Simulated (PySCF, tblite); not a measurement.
# CH9BrOSi4: geometry, infrared bands and NMR shifts

What infrared bands and NMR shifts should CH9BrOSi4 (`Br[Si@@H]1O[SiH2][SiH2]C[SiH2]1`) show?

Computed with tblite 0.8.0 and PySCF 2.14.0, with density-fitted response routines of our own, on a single molecule in the gas phase. Atoms count from 0, in the outputs and in this text.

**1. The molecule as given**

16 atoms, charge 0, multiplicity 1; geometry from: force field or distance geometry start.

Bonds of the start (Å): Br0–Si1 2.24, Si1–O2 1.71, O2–Si3 1.70, Si3–Si4 2.23, Si4–C5 1.86, C5–Si6 1.88, Si6–Si1 2.23, Si1–H7 1.46, Si3–H8 1.48, Si3–H9 1.46, Si4–H10 1.47, Si4–H11 1.46, C5–H12 1.10, C5–H13 1.11, Si6–H14 1.48, Si6–H15 1.47.

**2. Optimising the geometry with GFN2-xTB**

The job: settings as JSON, then the geometry in Å.

```
{"job": {"kind": "relax", "xc": "GFN2-xTB", "basis": "xTB"}, "charge": 0, "multiplicity": 1}
Br    -2.413100     2.020400     1.549400
Si    -0.936100     1.786700    -0.118700
O     -1.480100     0.618800    -1.242200
Si    -1.574000    -0.867000    -0.425900
Si     0.454200    -1.773200    -0.299800
C      1.679700    -0.369200    -0.353600
Si     1.021200     1.058000     0.669000
H     -0.678900     3.051300    -0.793200
H     -1.993400    -0.563300     0.962400
H     -2.581700    -1.774900    -0.974300
H      0.637600    -2.708200    -1.420800
H      0.587100    -2.422300     0.997900
H      1.838100    -0.039000    -1.386200
H      2.618000    -0.737800     0.102700
H      0.805300     0.584600     2.054500
H      2.008500     2.144100     0.667200
```

Command:

```bash
OMP_NUM_THREADS=1 python probes_run.py task.json out
```

One launch serves the whole session: the jobs run in the order shown.

**Question.** This job is followed by: GFN2-xTB harmonic vibrations, gas phase; GIAO PBE0/pcSseg-1 NMR shielding, non-relativistic, gas phase. Predict these results of the whole session: strongest single infrared mode (GFN2-xTB); zero-point energy (GFN2-xTB); 13C shifts against TMS (PBE0/pcSseg-1); 1H shifts against TMS (PBE0/pcSseg-1); 79Br shifts against HBr (PBE0/pcSseg-1); 29Si shifts against TMS (PBE0/pcSseg-1); 17O shifts against H2O (PBE0/pcSseg-1).

As calculated:

| quantity | value |
| --- | --- |
| strongest single infrared mode (GFN2-xTB) | 744 cm⁻¹, 736 km/mol |
| zero-point energy (GFN2-xTB) | 56.9 kcal/mol |
| 13C shifts against TMS (PBE0/pcSseg-1) | -15.2 ppm |
| 1H shifts against TMS (PBE0/pcSseg-1) | 6.33, 5.73, 5.66, 4.16, 4.14, 4.08, 4.02, 0.46, -0.01 ppm |
| 79Br shifts against HBr (PBE0/pcSseg-1) | 140 ppm |
| 29Si shifts against TMS (PBE0/pcSseg-1) | 4.6, -27.1, -76.3, -88.1 ppm |
| 17O shifts against H2O (PBE0/pcSseg-1) | 45.1 ppm |

What this shows: Relaxing lowered the energy by 1.174 eV in 122 steps; the close pair that moved most is Si1–O2, from 1.709 to 1.621 Å. All 42 modes are real, so the xTB geometry is a minimum. The strongest single mode, at 744 cm⁻¹, has its largest shares on H7, H14, H8 and H15 (the list is cut at 4 atoms). Unscaled tight-binding wavenumbers are off by several per cent, some by more. Its intensities can rank the bands wrongly. At PBE0/pcSseg-1: The largest span, 700 ppm, is at Br0, where the paramagnetic term is -644 ppm. Spin-orbit coupling is left out, which matters for shieldings and couplings at and beside the heavy atoms.
